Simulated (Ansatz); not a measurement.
**GeF₃+ (singlet): wave-function methods side by side, cc-pVDZ**

One table from this session's results is given with a row withheld; the runs are named, their logs left out.

Program: Ansatz 0.2.0, Gaussian basis. Level of theory: cc-pVDZ, core rule «outside noble gas», up to 17 orbitals frozen. These are calculated values, not measurements.

Plan: UHF; CCSD(T) on RHF; BCCD(T) on RHF; CISD; CCSDT(Q) on RHF; CASSCF and NEVPT2, 18 electrons in 13 orbitals.

3 further runs of the same task are left out: 1 that didn't finish, 2 set aside as unsound or not needed. Runs told in other sessions of the task aren't counted.

**The system**

The geometry is a PBE0/def2-TZVP stationary point (not a proven minimum) of the parent state, kept for this charge and spin. No spin-orbit coupling is included. The filled d shell of Ge may be among the frozen orbitals whatever the setting's name suggests.

4 atoms, charge 1, spin multiplicity 1.

Atoms are counted from 1 here; the program's logs count them from 0.

Bond lengths: Ge1–F2 1.721 Å, Ge1–F3 1.721 Å, Ge1–F4 1.721 Å. Angles: F2–Ge1–F3 106.5°, F2–Ge1–F4 106.5°, F3–Ge1–F4 106.5°.

The first run:

File in.yaml:

```yaml
crystal:
  periodic: [false, false, false]
  atoms:
    - {symbol: Ge, position_ang: [0.001588, 0.000328, -0.286907]}
    - {symbol: F, position_ang: [1.590111, 0.009278, 0.374483]}
    - {symbol: F, position_ang: [-0.806497, 1.373583, 0.362779]}
    - {symbol: F, position_ang: [-0.789685, -1.384115, 0.359719]}
basis:
  gaussian: {orbitals: cc-pVDZ}
total_charge: 1
magnetization: {spin_polarized: true, initial_magnetization: 0}
hamiltonian: {xc: hf}
output: {orbitals: {seedname: orbitals}}
```

On the command line:

```bash
> ansatz run in.yaml --threads 1 --pin off --events-out ev --progress --plain --max-ram 4096MiB --backend cpu
```

Among the steps run: UHF; CCSD(T) on RHF; BCCD(T) on RHF; CISD; CCSDT(Q) on RHF; CASSCF and NEVPT2, 18 electrons in 13 orbitals.

One of the session's tables, all rows but one given; the rest of the session is left out.

```
        method  from RCCSDT(Q) (kJ/mol)
           RHF                  +1802.7
          RMP2                    +46.2
         RCCSD                    +53.7
      RCCSD(T)                     +9.7
       BCCD(T)                     +8.1
        RCCSDT                     +6.9
     RCCSDT(Q)                        0
CASSCF valence                        ?
NEVPT2 valence                   +124.7
```

**Question.** Estimate the row for CASSCF valence.

The run gave: from RCCSDT(Q) (kJ/mol): +1442.0. In the column «from RCCSDT(Q) (kJ/mol)» it lies between NEVPT2 valence (+124.7) and RHF (+1802.7).

Not comparable, so not listed: CISD (they don't share determinant, frozen orbitals or solution with the rows shown, or repeat one).
